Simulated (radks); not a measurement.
**Fractional charge and spin in the 6s shell of samarium**

One table from this session's results is given with a row withheld; the runs are named, their logs left out.

The numbers are computed with radks (a radial shooting solver on a logarithmic mesh, Libxc functionals) version 1 (scalar-relativistic Kohn-Sham, BLYP, spin-polarised, spherical densities, finite nucleus), except any that are marked as measured or tabulated.

**The system**

| Item | Value |
| --- | --- |
| element | samarium (Z = 62) |
| configuration | [Xe] 4f(up 3, down 3) 6s(up 1, down 1) |
| nuclear rms radius | 5.0819 fm |

A shell typed twice in an input gives spin up, then spin down.

The first run:

The run's settings:

```text
Z 62
configuration [Xe] 4f3 4f3 6s1 6s1
relativity scalar-relativistic
functional b88,lyp
spin polarised
nucleus finite rms 5.0819 fm
c 137.035999084
```

Among the steps run: 6s: up 1, down 1.

One table of the session follows, with a row left open; its other results are not shown here.

It belongs to the step «6s: up 1, down 1». Radial moments (bohr):

| level | <r> | outermost maximum (interpolated) | 90 % within | nodes |
| --- | --- | --- | --- | --- |
| 3d | 0.2310 | 0.188 | 0.360 | 0 |
| 4s | 0.5791 | 0.539 | 0.832 | 3 |
| 4p | 0.6132 | 0.563 | 0.892 | 2 |
| 4d | 0.6707 | 0.587 | 1.01 | 1 |
| 5s | 1.409 | 1.26 | 2.03 | 4 |
| 5p | 1.664 | 1.43 | 2.45 | 3 |
| 6s | ? | ? | ? | ? |
| 4f | 1.022 | 0.613 | 1.81 | 0 |

**Question.** Estimate the row for 6s.

As computed: <r>: 4.301; outermost maximum (interpolated): 3.61; 90 % within: 6.39; nodes: 5. In the column «<r>» it is the highest.
